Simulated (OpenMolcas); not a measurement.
# Zr²⁺ among point charges: CASSCF levels and susceptibility

How does a field of 5 point charges split the states of Zr²⁺, and what χT follows?

Method: state-averaged CASSCF, spin-orbit coupling by RASSI with atomic mean-field integrals. Code: OpenMolcas 26.06.

1 further run of the same task is left out (it didn't finish).

## (1) Starting point

- Species: Zr²⁺ (zirconium, Z = 40, 38 electrons)
- Basis: ANO-RCC-VDZP [6s5p3d1f], 43 functions
- Scalar Hamiltonian: DKH2, point nucleus
- Inactive shells: 1s 2s 2p 3s 3p 3d 4s 4p
- Active space: 2 electrons in 5 orbitals (4d)
- Some configurations of this space: 4d²
- Orbitals: optimised for each spin and parity, averaged over all roots

Outer shells as boxes (Hund's rule):

4d2
```
4d [↑ ][↑ ][  ][  ][  ]
```

The ion sits among 5 point charges of -1 e arranged as a square pyramid (C4v), 1.98 Å from the ion, with the axial distance 1.901 Å. The active orbitals were held to one l.

The work runs as a chain of OpenMolcas steps in one folder; each step below is one input file. Labels, J, g values, rates, χT and fits are worked out afterwards by a script from the matrices that RASSI stores.

## (2) One- and two-electron integrals

File a.inp:

```
&GATEWAY
Coord
1

Zr 0.0 0.0 0.0
Basis=ANO-RCC-VDZP
Group=NoSym
NoMove
AngMom=0.0 0.0 0.0
AMFI
XField
5 Angstrom 0
1.980000 0.000000 0.000000 -1.000000
0.000000 1.980000 0.000000 -1.000000
-1.980000 0.000000 0.000000 -1.000000
0.000000 -1.980000 0.000000 -1.000000
0.000000 0.000000 1.900800 -1.000000
&SEWARD
```

The run is started by

```bash
OMP_NUM_THREADS=1 MOLCAS_MEM=1689 MOLCAS_PROJECT=a pymolcas a.inp > a.log
```

The log of the run:

```text
Basis set label: ZR.ANO-RCC...6S5P3D1F.

      Electronic valence basis set:
      ------------------
      Associated Effective Charge  40.000000 au
      Associated Actual Charge     40.000000 au
      Nuclear Model: Point charge

      Shell  nPrim  nBasis  Cartesian Spherical Contaminant
         s      21       6        X
         p      18       5        X
         d      13       3                 X
         f       6       1                 X
                  Relativistic Douglas-Kroll-Hess integrals:
                    - DKH order of Hamiltonian: 2
                    - DKH order of Properties : 0
                  Atomic mean-field integrals
```

## (3) Reference wave functions, triplets, 10 roots

File a.inp:

```
&RASSCF
FileOrb=start.orb
Symmetry=1
Spin=3
nActEl=2 0 0
Inactive=18
Ras2=5
CIRoot=10 10 1
SDav=10
CIMx=300
Iter=120 100
PrWF=0.3
OrbListing=Nothing
MaxOrb=0
SupSym
1
15 10 11 12 13 14 19 20 21 22 23 32 33 34 35 36
>>> COPY $Project.JobIph JOB001
```

The run is started by

```bash
OMP_NUM_THREADS=1 MOLCAS_MEM=1689 MOLCAS_PROJECT=a pymolcas a.inp > a.log
```

start.orb holds the contracted functions of the basis, ordered by shell, or the orbitals of the step before.

The log of the run, cut to the lines that bear on the results:

```text
[...]
      Number of active orbitals                  5
[...]
      Spin quantum number                      1.0
[...]
      Active orbitals                            5
[...]
      Number of CSFs                            10
      Number of root(s) required                10
[...]
      Convergence after  7 iterations
[...]
      Natural orbitals and occupation numbers for root  1
      sym 1:   0.011075   0.988925  -0.000000   0.988925   0.011075
      Natural orbitals and occupation numbers for root  2
      sym 1:   0.982144   0.017856   0.017856   0.982144  -0.000000
      Natural orbitals and occupation numbers for root  3
      sym 1:   0.982144   0.982144  -0.000000   0.017856   0.017856
::    RASSCF root number  1 Total energy:  -3597.95330419
::    RASSCF root number  2 Total energy:  -3597.93106842
::    RASSCF root number  3 Total energy:  -3597.93106842
[...]
::    RASSCF root number  7 Total energy:  -3597.84730065
::    RASSCF root number  8 Total energy:  -3597.84730065
::    RASSCF root number  9 Total energy:  -3597.81134803
::    RASSCF root number 10 Total energy:  -3597.80190019
```

## (4) CASSCF: singlets, 15 roots

File a.inp:

```
&RASSCF
FileOrb=start.orb
Symmetry=1
Spin=1
nActEl=2 0 0
Inactive=18
Ras2=5
CIRoot=15 15 1
SDav=15
CIMx=300
Iter=120 100
PrWF=0.3
OrbListing=Nothing
MaxOrb=0
SupSym
1
15 10 11 12 13 14 19 20 21 22 23 32 33 34 35 36
>>> COPY $Project.JobIph JOB002
```

The log of the run, cut to the lines that bear on the results:

```text
[...]
      Number of active orbitals                  5
[...]
      Spin quantum number                      0.0
[...]
      Active orbitals                            5
[...]
      Number of CSFs                            15
      Number of root(s) required                15
[...]
      Convergence after  7 iterations
[...]
      Natural orbitals and occupation numbers for root  1
      sym 1:   0.014245   0.985755   0.014245  -0.000000   0.985755
      Natural orbitals and occupation numbers for root  2
      sym 1:  -0.000000   0.996349   0.003651   0.003651   0.996349
      Natural orbitals and occupation numbers for root  3
      sym 1:   0.006293   0.818305   0.014961   0.342137   0.818305
::    RASSCF root number  1 Total energy:  -3597.91761851
::    RASSCF root number  2 Total energy:  -3597.91709853
::    RASSCF root number  3 Total energy:  -3597.89693484
[...]
::    RASSCF root number 12 Total energy:  -3597.79046207
::    RASSCF root number 13 Total energy:  -3597.78249607
::    RASSCF root number 14 Total energy:  -3597.76544870
::    RASSCF root number 15 Total energy:  -3597.67913788
```

## (5) RASSI: spin-orbit coupling between the states

File a.inp:

```
&RASSI
NrOfJobIphs=2 10 15
1 2 3 4 5 6 7 8 9 10
1 2 3 4 5 6 7 8 9 10 11 12 13 14 15
IphNames
JOB001
JOB002
EJob
SpinOrbit
DIPRint=1.0
SOCoupling=1000.0
Subsets=2
Property=9
'ANGMOM' 1 'ANGMOM' 2 'ANGMOM' 3 'MLTPL  1' 1 'MLTPL  1' 2 'MLTPL  1' 3
'AMFI' 1 'AMFI' 2 'AMFI' 3
SOProperty=3
'ANGMOM' 1 'ANGMOM' 2 'ANGMOM' 3
```

The log of the run, cut to the lines that bear on the results:

```text
SPIN-FREE ENERGIES:
  (Shifted by EMIN (a.u.) =      -3597.9533041906)
 SF State       Relative EMIN(au)   Rel lowest level(eV)    D:o, cm**(-1)      L_eff
     1             0.0000000000        0.0000000000              0.0000         2.8
     2             0.0222357732        0.6050662131           4880.1881         2.9
     3             0.0222357732        0.6050662131           4880.1881         2.9
    11             0.0356856781        0.9710567692           7832.1010         3.0
    12             0.0362056572        0.9852061210           7946.2233         3.1
    13             0.0563693466        1.5338880632          12371.6416         3.2
    14             0.0605202371        1.6468395482          13282.6567         2.9
    15             0.0605202371        1.6468395482          13282.6567         2.9
     4             0.0635097004        1.7281869879          13938.7681         2.4
     5             0.0635097004        1.7281869879          13938.7681         2.4
[...]
Eigenvalues of complex Hamiltonian:
   -----------------------------------
  (Shifted by EMIN (a.u.) =      -3597.9533041906)
 SO State       Relative EMIN(au)   Rel lowest level(eV)    D:o, cm**(-1)     J-value
     1            -0.0002312320        0.0000000000              0.0000         3.0
     2            -0.0001332342        0.0026666561             21.5080         2.9
     3            -0.0001332342        0.0026666561             21.5080         2.9
     4             0.0211085944        0.5806862598           4683.5505         2.2
     5             0.0213308514        0.5867341818           4732.3303         2.2
     6             0.0222003459        0.6103943306           4923.1623         2.5
     7             0.0222003459        0.6103943306           4923.1623         2.5
     8             0.0229565913        0.6309728180           5089.1390         2.3
     9             0.0230488992        0.6334846435           5109.3982         2.4
    10             0.0354800797        0.9717542983           7837.7270         2.4
    11             0.0363013261        0.9941015493           8017.9697         2.5
[...]
```

Time for these steps: 3.3 s (1 thread of Intel Xeon 6975P-C (Granite Rapids), shared host).

Spin-free states:

```tsv
state	degeneracy	E (cm-1)	free-ion L (%)
triplet	1	0	F (88)
triplet	2	4880	F (96)
singlet	1	7832	D (55)
singlet	1	7946	G (52)
singlet	1	12372	G (56)
singlet	2	13283	D (60)
triplet	2	13939	F (63)
triplet	1	14823	F (100)
singlet	2	20268	G (90)
singlet	1	22920	G (60)
triplet	2	23265	P (59)
singlet	1	24375	G (55)
singlet	2	30133	G (69)
triplet	1	31156	F (100)
triplet	1	33229	P (88)
singlet	1	35740	G (46)
singlet	1	37488	G (100)
singlet	1	41230	D (52)
singlet	1	60173	S (46)
```

With spin-orbit coupling:

```
E (cm-1)  Degeneracy  2S+1               g
     0.0           1     3                
    21.5           2     3  0.00 0.00 3.99
    4684           1     3                
    4732           1     3                
    4923           2     3  0.00 0.00 2.03
    5089           1     3                
    5109           1     3                
    7838           1     1                
    8018           1     1                
   12380           1     1                
   13243           2     1  0.00 0.00 1.16
   13979           1     3                
   13998           2     3  0.00 0.00 0.37
   13999           1     3                
   14014           1     3                
   14044           1     3                
   14906           1     3                
   14941           2     3  0.00 0.00 3.70
   20325           2     1  0.00 0.00 1.76
   22939           1     1                
   23290           1     3                
   23320           2     3  0.00 0.00 0.32
   23320           1     3                
   23324           1     3
```

Principal g values are given for doublets only; a zero marks a field direction without first-order Zeeman splitting.

Powder χT (cm³ K/mol): 0.10 at 2 K, 0.25 at 5 K, 0.48 at 10 K, 0.71 at 20 K, 0.83 at 50 K, 0.86 at 100 K, 0.88 at 150 K, 0.89 at 200 K, 0.90 at 250 K, 0.91 at 300 K.

Orbitals of the lowest block (energies include the constant potential of the surroundings):

```tsv
shell	space	energy (hartree)	mean occupation	⟨r²⟩ (bohr²)
1s	inactive	-664.1352	2.000	0.00182
2s	inactive	-94.0157	2.000	0.0310
2p	inactive	-83.5681	6.000	0.0245
3s	inactive	-15.9153	2.000	0.238
3p	inactive	-12.4049	6.000	0.246
3d	inactive	-6.6250	10.000	0.245
4s	inactive	-1.7254	2.000	1.69
4p	inactive	-0.7131	6.000	2.13
4d	RAS2		2.000	5.82
```

## (6) Outcome

| quantity | value |
| --- | --- |
| method | CASSCF |
| spin-free ground state | triplet, 1-fold in its orbital part |
| first state of the same spin within the active space | triplet at 4880 cm⁻¹ |
| lowest level | 1-fold |
| next level | 21.5 cm⁻¹ |
| χT at 300 K | 0.91 cm³ K/mol |
| effective moment at 300 K | 2.71 μB |

**Reading.** The spin-free ground state (triplet) comes to 88 % from free-ion F terms and keeps the highest spin of the shell. χT at 300 K is 0.91, against 1.00 cm³ K/mol for the spin alone, so spin-orbit coupling lowers it. The field of point charges can differ much from that of real complexes. Point charges carry no covalency, so the field is a model and not that of real ligands.
